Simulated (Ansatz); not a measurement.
# GaNH2+ (doublet): wave-function methods side by side, cc-pVTZ

Aim: climb from Hartree-Fock through coupled cluster for GaNH2+ (doublet) at one geometry and basis, and see what each rung misses.

The runs use Ansatz 0.2.0, Gaussian basis; cc-pVTZ, core rule «outside noble gas», up to 15 orbitals frozen.

Plan: UHF; CCSD(T) on ROHF; CCSD(T) on UHF; BCCD(T) on ROHF; CCSDT(Q) on ROHF; CCSDT(Q) on UHF.

13 further runs of the same task are left out: 8 for a known fault of the program, 5 set aside as unsound or not needed.

## (1) What is computed

The geometry is a PBE0/def2-TZVP stationary point (not a proven minimum) of the parent state, kept for this charge and spin. No spin-orbit coupling is included. The filled d shell of Ga may be among the frozen orbitals whatever the setting's name suggests; the logs give the count.

4 atoms, charge 1, spin multiplicity 2.

Atoms are counted from 1 here; the program's logs count them from 0.

Bond lengths: N1–Ga2 1.886 Å, N1–H3 1.014 Å, N1–H4 1.014 Å. Angles: Ga2–N1–H3 111.5°, Ga2–N1–H4 111.5°, H3–N1–H4 109.1°.

## (2) UHF

Contents of in.yaml:

```yaml
crystal:
  periodic: [false, false, false]
  atoms:
    - {symbol: N, position_ang: [-0.104201, 0.000000, 1.521268]}
    - {symbol: Ga, position_ang: [0.011438, 0.000000, -0.361116]}
    - {symbol: H, position_ang: [0.328389, -0.826162, 1.919816]}
    - {symbol: H, position_ang: [0.328389, 0.826162, 1.919816]}
basis:
  gaussian: {orbitals: cc-pVTZ}
total_charge: 1
magnetization: {spin_polarized: true, initial_magnetization: 1}
hamiltonian: {xc: hf}
output: {orbitals: {seedname: orbitals}}
```

Launch:

```sh
$ ansatz run in.yaml --threads 1 --pin off --events-out ev --progress --plain --max-ram 4096MiB --backend cpu
```

The runs that follow: CCSD(T) on ROHF; CCSD(T) on UHF; BCCD(T) on ROHF; CCSDT(Q) on ROHF; CCSDT(Q) on UHF.

**Question.** What will the summary of the whole plan be? Wanted: UCCSDT(Q) below the RHF energy; RMP2 from UCCSDT(Q); UMP2 from UCCSDT(Q); RCCSD from UCCSDT(Q); RCCSD(T) from UCCSDT(Q); UCCSD(T) from UCCSDT(Q); RCCSDT(Q) from UCCSDT(Q); T1 diagnostic.

The runs gave:

```
                         quantity                                         value
   UCCSDT(Q) below the RHF energy                                    -7.6640 eV
              RMP2 from UCCSDT(Q)                                    +689.5 meV
              UMP2 from UCCSDT(Q)                                    +988.4 meV
             RCCSD from UCCSDT(Q)                                    +356.3 meV
          RCCSD(T) from UCCSDT(Q)                                     +37.6 meV
          UCCSD(T) from UCCSDT(Q)                                     +45.4 meV
         RCCSDT(Q) from UCCSDT(Q)                                      +8.8 meV
levels within 1 kcal/mol (43 meV)  RCCSD(T), BCCD(T), RCCSDT, UCCSDT, RCCSDT(Q)
                    T1 diagnostic                                         0.045
```

RCCSD(T) lands +37.6 meV from the yardstick (0.5 % of the correlation energy). These misses are within one basis, not against nature; the frozen cores of restricted and unrestricted runs differ, which can shift their rows.
